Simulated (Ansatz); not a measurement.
# C2H4BFO2: a ladder of functionals and wavefunction methods

How much do the methods differ for C2H4BFO2? The plan is to run it at one geometry with functionals of several rungs and with coupled cluster, and see how far each lands from CCSD(T) at the basis-set limit for the atomisation energy.

The runs use Ansatz 0.2.0, Gaussian basis; functionals in def2-TZVPP, the program's frozen cores in correlated methods.

Plan: LDA (SPW92), PBE-D4, revPBE-D4, BLYP-D4, r2SCAN-D4, B97M-V, PBE0-D4, B3LYP-D4, r2SCANh-D4, r2SCAN0-D4, HSE06-D4, BHLYP-D4, CAM-B3LYP-D4, LC-ωPBE, ωB97X-V, ωB97M-V, B2PLYP, PBE-QIDH; CCSD(T)/def2-SVP; CCSD(T)/def2-TZVPP; MP2/def2-QZVPP; extrapolation to the limit; RPA on PBE.

### 1 The geometry

An earlier PBE0-D4 in a triple-zeta def2 set relaxation fixed the geometry.

SMILES `CC(=O)OBF`, 10 atoms, charge 0, spin multiplicity 1.

Atoms are counted from 1 here; the program's logs count them from 0.

Bond lengths: C1–C2 1.492 Å, C1–H7 1.092 Å, C1–H8 1.092 Å, C1–H9 1.087 Å, C2–O3 1.192 Å, C2–O4 1.373 Å, O4–B5 1.366 Å, B5–F6 1.318 Å, B5–H10 1.189 Å. Angles: C2–C1–H7 109.7°, C2–C1–H8 109.4°, C2–C1–H9 109.9°, H7–C1–H8 107.0°, H7–C1–H9 110.4°, H8–C1–H9 110.3°, C1–C2–O3 126.5°, C1–C2–O4 110.9°, O3–C2–O4 122.6°, C2–O4–B5 122.4°, O4–B5–F6 115.7°, O4–B5–H10 123.7°, F6–B5–H10 120.6°.

### 2 LDA

This LDA is Slater exchange with PW92 correlation.

File in.yaml:

```yaml
crystal:
  periodic: [false, false, false]
  atoms:
    - {symbol: C, position_ang: [0.172400, -1.639501, -0.091612]}
    - {symbol: C, position_ang: [0.548012, -0.209412, 0.106157]}
    - {symbol: O, position_ang: [1.653395, 0.234974, 0.136546]}
    - {symbol: O, position_ang: [-0.567289, 0.568849, 0.293714]}
    - {symbol: B, position_ang: [-0.570567, 1.913076, 0.048646]}
    - {symbol: F, position_ang: [-1.646122, 2.562636, 0.445447]}
    - {symbol: H, position_ang: [-0.475152, -1.732948, -0.966025]}
    - {symbol: H, position_ang: [-0.402062, -1.986073, 0.770018]}
    - {symbol: H, position_ang: [1.067046, -2.243614, -0.216861]}
    - {symbol: H, position_ang: [0.303339, 2.480914, -0.523128]}
basis:
  gaussian: {orbitals: def2-TZVPP}
hamiltonian: {xc: lda}
output: {orbitals: {seedname: orbitals}}
```

Started as:

```sh
$ ansatz run in.yaml --threads 4 --pin off --events-out ev --progress --plain --max-ram 10444MiB
```

Further steps of the session: PBE-D4 (GGA); revPBE-D4 (GGA); BLYP-D4 (GGA); r2SCAN-D4 (meta-GGA); B97M-V (meta-GGA); B3LYP-D4 (hybrid); r2SCANh-D4 (hybrid); r2SCAN0-D4 (hybrid); HSE06-D4 (hybrid); BHLYP-D4 (hybrid); CAM-B3LYP-D4 (range-separated); LC-ωPBE (range-separated); ωB97X-V (range-separated); ωB97M-V (range-separated); B2PLYP (double hybrid); PBE-QIDH (double hybrid); CCSD(T) in def2-SVP; CCSD(T) in def2-TZVPP; MP2 in def2-QZVPP; RPA on PBE orbitals.

**Question.** What will the summary of the whole plan be? Wanted: atomisation energy, CCSD(T)/CBS; farthest beyond LDA; mean size of error, GGA; mean size of error, meta-GGA; mean size of error, hybrid; mean size of error, range-separated; mean size of error, double hybrid; gap, smallest and largest; T1 diagnostic.

The runs gave:

| quantity | value |
| --- | --- |
| atomisation energy, CCSD(T)/CBS | 4430.8 kJ/mol |
| functionals within 22.2 kJ/mol (0.5 %) | revPBE-D4, B97M-V, B3LYP-D4, r2SCANh-D4, ωB97X-V, B2PLYP, PBE-QIDH |
| farthest beyond LDA | BHLYP-D4 (-166.1 kJ/mol) |
| mean size of error, GGA | 68.0 kJ/mol |
| mean size of error, meta-GGA | 32.5 kJ/mol |
| mean size of error, hybrid | 49.7 kJ/mol |
| mean size of error, range-separated | 28.9 kJ/mol |
| mean size of error, double hybrid | 14.2 kJ/mol |
| gap, smallest and largest | 4.81 eV (LDA (SPW92)), 12.96 eV (LC-ωPBE) |
| T1 diagnostic | 0.0146 |
| triples share of the correlation energy | 3.7 % |

In words: The LDA atomisation energy is off by 746.5 kJ/mol (17 %): it overbinds. PBE-D4 is off by +154.7 kJ/mol. Double hybrids carry the basis error of their MP2 part in triple zeta, and no dispersion term here, so their miss is partly the set-up's. Taken by rung, double hybrid functionals do best (14.2 kJ/mol on average) and GGA ones worst beyond LDA (68.0 kJ/mol). Misses under about 22.2 kJ/mol are within the doubt on the reference itself, which lacks core-valence correlation, relativity and higher excitations. Hartree-Fock recovers 73 % of the binding; the rest is correlation. CCSD(T) in def2-SVP is off by -175.4 kJ/mol, which most functionals beat. Orbital gaps span 4.8 to 13.0 eV; exact exchange widens them.
